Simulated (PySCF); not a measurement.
# BCl₃: structure of the singlet

Aim: relax BCl₃ as a singlet from a hand-made T-shaped geometry, check by its vibrations whether the end is a minimum, and collect its spectrum and constants.

The runs use PySCF 2.14.0; BP86, basis B def2-TZVP, Cl def2-TZVP, no relativity, density fitting.

## Step 1: The system as given

4 atoms, charge 0, spin multiplicity 1.

Bond lengths: B1–Cl2 1.840 Å, B1–Cl3 1.840 Å, B1–Cl4 1.840 Å. Angles: Cl2–B1–Cl3 88.0°, Cl2–B1–Cl4 88.0°, Cl3–B1–Cl4 176.0°.

```xyz
4
charge 0 multiplicity 1
B     0.0000    0.0000   -0.5938
Cl    0.0000    0.0000    1.2462
Cl    1.8389    0.0000   -0.5296
Cl   -1.8389    0.0000   -0.5296
```

## Step 2: Relaxing the singlet from the T-shaped start

The steps below are one call of a driver around PySCF. For each, scf.py gives the equivalent set-up of the SCF; relaxations use the driver's own optimiser. Before each start the driver seeks the lowest SCF state from one or more starting densities and follows internal instabilities, so scf.py alone need not reach the same state.

The program finds C2v symmetry in the start, which this walk keeps.

File scf.py:

```python
from pyscf import gto, scf, dft
mol = gto.M(atom='''
B      0.000000     0.000000    -0.593816
Cl     0.000000     0.000000     1.246184
Cl     1.838900    -0.000000    -0.529616
Cl    -1.838900     0.000000    -0.529616''',
    basis={'B': 'def2-TZVP', 'Cl': 'def2-TZVP'},
    charge=0, spin=0)
mf = dft.RKS(mol, xc='B88,P86')
mf.grids.atom_grid = (50, 194)
aux = {'B': 'def2-universal-JKFIT', 'Cl': 'def2-universal-JKFIT'}
mf = mf.density_fit(auxbasis=aux)
mf.kernel()
```

Energy and gradient, step by step:

| step | energy (Eh) | change (kJ/mol) | largest symmetric gradient (Eh/bohr) |
| --- | --- | --- | --- |
| 0 | -1405.617752 | 0.00 | 0.09846 |
| 1 | -1405.690408 | -190.76 | 0.05733 |
| 2 | -1405.731030 | -297.41 | 0.03232 |
| 3 | -1405.746648 | -338.42 | 0.01906 |
| 4 | -1405.749433 | -345.73 | 0.00367 |
| 5 | -1405.749467 | -345.82 | 0.00123 |
| 6 | -1405.749470 | -345.82 | 0.00004 |

The walk ran for 8.4 s (4 threads, shared host).

Positions (Å) and forces (eV/Å) along the way:

```
step 0
B    0.000   0.000  -0.594   0.000   0.000   5.063
Cl   0.000   0.000   1.246   0.000   0.000   2.401
Cl   1.839   0.000  -0.530  -0.205   0.000  -3.732
Cl  -1.839   0.000  -0.530   0.205   0.000  -3.732
step 1
B    0.000   0.000  -0.407   0.000   0.000   2.948
Cl   0.000   0.000   1.388   0.000   0.000   0.959
Cl   1.811   0.000  -0.694  -1.499   0.000  -1.954
Cl  -1.811   0.000  -0.694   1.499   0.000  -1.954
step 3
B    0.000   0.000  -0.133   0.000   0.000  -0.278
Cl   0.000   0.000   1.612   0.000   0.000   0.193
Cl   1.596   0.000  -0.943  -0.980   0.000   0.042
Cl  -1.596   0.000  -0.943   0.980   0.000   0.042
step 6
B    0.000   0.000  -0.102   0.000   0.000  -0.002
Cl   0.000   0.000   1.650   0.000   0.000   0.002
Cl   1.517   0.000  -0.978  -0.001   0.000   0.000
Cl  -1.517   0.000  -0.978   0.001   0.000   0.000
```

After 6 steps and 345.8 kJ/mol it ends at D3h: B–Cl 1.752 Å (×3); Cl–B–Cl 120.0° (×3).

## Step 3: Vibrations and properties at this point

The point is checked on the finer grid, and tightened if its gradient asks for it. The Hessian and the dipole derivatives come from central differences of analytic gradients, with steps of 0.01 bohr.

Changes to scf.py since step 2:

```diff
@@ -3,4 +3,4 @@
-B      0.000000     0.000000    -0.593816
-Cl     0.000000     0.000000     1.246184
-Cl     1.838900    -0.000000    -0.529616
-Cl    -1.838900     0.000000    -0.529616''',
+B      0.000000    -0.000000    -0.000000
+Cl    -0.000017     0.000000     1.751739
+Cl     1.517059    -0.000000    -0.875854
+Cl    -1.517042     0.000000    -0.875884''',
@@ -10 +10 @@
-mf.grids.atom_grid = (50, 194)
+mf.grids.atom_grid = (75, 302)
```

The driver hands on the density of the step before, so the log starts near convergence.

Log of the central SCF (cycles and frontier levels):

```text
init E= -1405.74946356584
  HOMO = -0.285839460873333  LUMO = -0.101446032713877  gap/eV = 5.01760
cycle= 1 E= -1405.74946356567  delta_E= 1.73e-10  |g|= 2.83e-05  |ddm|= 2.61e-05
  HOMO = -0.285839932240936  LUMO = -0.101452368424791  gap/eV = 5.01744
cycle= 2 E= -1405.74946356482  delta_E= 8.51e-10  |g|= 6.29e-05  |ddm|= 5.78e-05
  HOMO = -0.285839619486882  LUMO = -0.101447996621605  gap/eV = 5.01755
cycle= 3 E= -1405.74946356589  delta_E= -1.07e-09  |g|= 8.48e-07  |ddm|= 3.99e-05
  HOMO = -0.285839613142311  LUMO = -0.10144799912592  gap/eV = 5.01755
cycle= 4 E= -1405.74946356589  delta_E= -2.73e-12  |g|= 1.33e-07  |ddm|= 6.43e-07
  HOMO = -0.285839612246278  LUMO = -0.101447997349961  gap/eV = 5.01755
Extra cycle  E= -1405.74946356589  delta_E= -9.09e-13  |g|= 2.18e-07  |ddm|= 3.03e-07
converged SCF energy = -1405.74946356589
```

The whole step took 12 s.

Geometry: D3h; B–Cl 1.752 Å (×3); Cl–B–Cl 120.0° (×3).

Modes, for the most abundant isotopes:

| symmetry | ω (cm⁻¹) | IR (km/mol) |
| --- | --- | --- |
| e' | 246 | 1.1 |
| a2'' | 439 | 3.6 |
| a1' | 459 | 0.0 |
| e' | 923 | 647 |

Every mode is real; the point is a minimum.

Constants and moments:

```yaml
Dipole_moment: 0.00 D
Highest_occupied_level: -7.78 eV
Lowest_empty_level: -2.76 eV
Rotational_constants: 0.1047, 0.1047, 0.05237 cm⁻¹
Zero-point_energy: 19.4 kJ/mol
Principal_polarisabilities: 34.5, 58.8, 58.8 bohr³
Atomisation_energy_without_zero-point_energy: 1380 kJ/mol
Principal_traceless_quadrupole_moments_about_the_centre_of_mass: -0.34, -0.34, 0.68 D Å
Entropy_at_298.15_K_and_1_bar: 290.5 J/(mol K)
Heat_capacity_Cp_at_298.15_K: 63.4 J/(mol K)
Enthalpy_at_298.15_K_above_0_K: 14.15 kJ/mol
Rotational_symmetry_number: 6
```

Populations by atom (charges in e):

| atom | Mulliken | Löwdin | polar tensor | Mayer order to B1 |
| --- | --- | --- | --- | --- |
| B1 | 0.21 | -1.80 | 1.25 | – |
| Cl2,3,4 | -0.07 | 0.60 | -0.42 | 1.33 |

Outer orbital energies (eV). occupied: -11.37, -11.37, -10.17, -8.65, -8.65, -8.56, -8.56, -7.78; empty: -2.76, -0.21, 0.83, 1.42.

Mulliken populations on B1: s 2.83, p 1.68, d 0.25, f 0.03.

## Step 4: What came out

```
                                 quantity                                      value
                                  minimum                               singlet, D3h
                                 geometry     B–Cl 1.752 Å (×3); Cl–B–Cl 120.0° (×3)
                       wavenumbers (cm⁻¹)  246 (e'), 439 (a2''), 459 (a1'), 923 (e')
                            dipole moment                                     0.00 D
     highest occupied, lowest empty level                            -7.78, -2.76 eV
                polar-tensor charge of B1                                    +1.25 e
                        zero-point energy                                19.4 kJ/mol
                      entropy at 298.15 K                            290.5 J/(mol K)
atomisation energy (no zero-point energy)                                1380 kJ/mol
```

What this shows: The T-shaped start (C2v) ends in a minimum of D3h symmetry. In the infrared the band at 923 cm⁻¹ (e') leads. B1 has a polar-tensor charge of +1.2 e (a dipole derivative, not a static charge), yet symmetry cancels the bond dipoles. Other starts or spin states, not run here, may lie lower.

The search up to here took 22 s.
